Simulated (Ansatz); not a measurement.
# CaO (Lime): the cost of one run

Computed with the Python package of Ansatz 0.2.0. Level of theory: DFT PBE, plane waves, PAW.

## 1. The structure

Symmetry: Fm-3m, No. 225, cubic system. The conventional cell has a = 4.813 Å, b = 4.813 Å, c = 4.813 Å, α = 90.00°, β = 90.00°, γ = 90.00°. Ca (site symmetry m-3m) has 6 O at 2.41 Å as nearest neighbours. O (site symmetry m-3m) is surrounded by 6 Ca at 2.41 Å.

The script holds or builds the structure itself.

## 2. Script

Input file eos_cao.py:

```python
# -*- coding: utf-8 -*-
"""Bulk modulus of CaO from an E(V) curve."""

import logging
import sys
import warnings

import ansatz as az
import numpy as np

logging.basicConfig(stream=sys.stdout, format="%(levelname)s %(message)s")
log = logging.getLogger("ansatz_job")
log.setLevel(logging.INFO)

VECTORS = np.array([
    [0.0, 2.4065, 2.4065],
    [2.4065, 0.0, 2.4065],
    [2.4065, 2.4065, 0.0],
])
SITES = [
    ("Ca", (0.0, 0.0, 0.0)),
    ("O", (0.5, 0.5, 0.5)),
]


def on_lattice(cell):
    crystal = az.Crystal(lattice=az.Lattice.of(cell))
    for symbol, position in SITES:
        crystal = crystal.atom(symbol, position)
    return crystal

warnings.simplefilter("ignore", az.DeckWarning)

# scale the volume, keep shape and fractions
volumes, energies = [], []
for scale in np.linspace(0.9, 1.1, 9):
    cell = VECTORS * scale ** (1 / 3)
    setup = (
        on_lattice(cell).calculation()
        .basis(550)  # cutoff of the orbital basis
        .functional("pbe")
        .occupations("fixed")  # no smearing
        .kpoints(7, 7, 7)
    )
    rep = setup.run(threads=1, backend="cpu").report
    volumes.append(abs(np.linalg.det(cell)) / len(SITES))
    energies.append(rep["free_energy_ev"] / len(SITES))
    log.info(f"V = {volumes[-1]:8.4f} A^3/atom  F = {energies[-1]:.5f} eV/atom")

# third-order Birch-Murnaghan: a cubic in V^(-2/3)
x = np.array(volumes) ** (-2 / 3)
poly = np.polynomial.Polynomial.fit(x, energies, 3).convert()
roots = poly.deriv().roots()
x0 = min((r.real for r in roots if abs(r.imag) < 1e-9 and poly.deriv(2)(r.real) > 0), key=lambda r: abs(r - x.mean()))
v0 = x0 ** -1.5
b0 = 4 / 9 * poly.deriv(2)(x0) * v0 ** (-7 / 3) * 160.21766
b1 = 4 + 2 / 3 * x0 * poly.deriv(3)(x0) / poly.deriv(2)(x0)
log.info(f"V0 = {v0:.4f} A^3/atom, B0 = {b0:.1f} GPa, dB/dP = {b1:.2f}")
```

## 3. The input behind the calls

The engine receives this input (first run):

```yaml
crystal:
  lattice:
    - [0.0, 2.3234502040534477, 2.3234502040534477]
    - [2.3234502040534477, 0.0, 2.3234502040534477]
    - [2.3234502040534477, 2.3234502040534477, 0.0]
  atoms:
    - { symbol: Ca, position: [0.0, 0.0, 0.0] }
    - { symbol: O, position: [0.5, 0.5, 0.5] }
basis:
  ecutwfc: 550.0
kpoints:
  mp_grid:
    grid: [7, 7, 7]
hamiltonian:
  xc: pbe
scf:
  occupations:
    method: fixed
```

## 4. Launch

Launch:

```bash
$ python eos_cao.py
```

What time and memory should one allow on 1 thread of Arm Neoverse V2, shared host?

About 4.5 s, with a peak of 0.32 GiB.
